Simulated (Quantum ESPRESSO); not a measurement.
# InTe2: zone-centre phonons under several settings

```
In Te
1.0
     5.22536    0.00000    0.00000
    -2.61268    4.52530    0.00000
     0.00000    0.00000    3.68613
In Te
1 2
Direct
  0.00000 0.00000 0.00000
  0.66667 0.33333 0.50000
  0.33333 0.66667 0.50000
```

The cell was built by a generator and needn't be a form met in nature.

All runs used Quantum ESPRESSO 7.5; k mesh 2 × 2 × 2, shifted; given cell, atoms relaxed; no spin polarisation; occupations fermi-dirac, width 0.05 eV.

```tsv
level	potentials	cutoff (eV)	pressure (GPa)	lowest optical mode without the field (cm⁻¹)	highest optical mode without the field (cm⁻¹)
PBE	JTH 2.0 PBE	707	3.5	72i	139
PBE	SSSP 1.3 efficiency PBE	748	?	?	?
PBE	GBRV 1.5 PBE	762	3.6	72i	138
PBE	SG15 PBE 1.2	952	3.7	70i	136
PBE	SPMS 1.0 PBE	952	3.7	73i	137
PBE	Ansatz NC SR PBE	1116	3.6	71i	136
PBE	PseudoDojo 0.4.1 SR PBE standard	1088	3.7	73i	137
```

Task: What stands in the row left open?

Result: Pressure 3.7 GPa; lowest optical mode without the field 72i cm⁻¹; highest optical mode without the field 138 cm⁻¹.

Values marked i are imaginary: the cell is unstable against those modes at that level, or the meshes are too thin.

Caveats: all runs use coarse meshes; the mesh is thin for the phonons of a metal; some modes are imaginary; the cell is more than 3 GPa from zero pressure, which shifts response properties.

For the row left open. Caveat: the k mesh is coarse (spacing up to 0.85 Å⁻¹), so the values aren't converged; the mesh is thin for the phonons of a metal; some modes are imaginary; the cell is more than 3 GPa from zero pressure, which shifts response properties.

The runs don't all hold the same shells in valence.
